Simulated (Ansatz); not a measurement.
**RhN: single point with PBE+U**

Crystal: RhN.

```
Rh N
1.0
     2.96283    0.00000    0.00000
    -1.48141    2.56588    0.00000
     0.00000    0.00000    5.78315
Rh N
2 2
Direct
  0.00000 0.00000 0.00000
  0.00000 0.00000 0.50000
  0.66667 0.33333 0.25000
  0.66667 0.33333 0.75000
```

The cell comes from a database or a generator and needn't be the stable form of this composition.

The cell isn't the ideal one: another cell of the same crystal, with 4 atoms.

```
Program             : Ansatz 0.2.0
Task                : single point
Functional          : PBE
Potentials or basis : Ansatz PAW
Cutoff              : 420 eV (not typed: the program's choice for these potentials)
k mesh              : 7 × 7 × 4
Occupations         : gaussian, width 0.05 eV
Spin                : collinear spin, ferrimagnetic start
Starting moments    : [0.6, -0.3, 0.0, 0.0] μB
Hubbard terms       : Rh d U = 7 eV
Hubbard projectors  : ortho-atomic (the default)
Double counting     : fll (the default)
```

```
Pressure               : -1.9 GPa
Band gap on the k mesh : none (metal or under the smearing width)
Net moment             : 0.00 μB per cell
Absolute moment        : 2.01 μB per cell
Site moments           : Rh +0.81, -0.81; N +0.00 μB
```

Stress tensor (GPa, compression positive):
```
-2.02  0.00  0.00
 0.00 -2.02  0.00
 0.00  0.00 -1.53
```

Levels at points of the mesh, in eV from the Fermi level:
Spin up:
| k point | band 20 | band 21 | band 22 | band 23 | band 24 | band 25 |
| --- | --- | --- | --- | --- | --- | --- |
| (0.00, 0.00, 0.00) | -1.42 | -0.31 | -0.31 | 1.34 | 1.34 | 2.30 |
| (0.00, 0.00, -0.50) | -2.18 | -0.90 | -0.90 | 1.47 | 1.47 | 2.62 |
Spin down:
```tsv
k point	band 18	band 19	band 20	band 21	band 22	band 23	band 24	band 25	band 26	band 27
(0.00, 0.00, 0.00)	-3.78	-1.80	-1.42	-0.31	-0.31	1.34	1.34	2.30	2.30	3.91
(0.00, 0.00, -0.50)	-3.11	-2.42	-2.18	-0.90	-0.90	1.47	1.47	2.62	2.62	5.72
```

Eigenvalues of the final occupation matrices:
```csv
site,spin,trace,eigenvalues
site 1,1,4.40,0.75 0.75 0.95 0.95 0.99
site 1,2,3.48,0.37 0.37 0.88 0.88 0.98
site 2,1,3.48,0.37 0.37 0.88 0.88 0.98
site 2,2,4.40,0.75 0.75 0.95 0.95 0.99
```

Run time: 59 s on 2 threads of Arm Neoverse V2, on a shared host, peak memory 0.64 GiB.

Caveat: the magnetic or orbital state may not be the lowest; the pressure holds a Pulay correction of +0.5 GPa for the finite cutoff. The state reached can hang on the start; a lower one may exist.
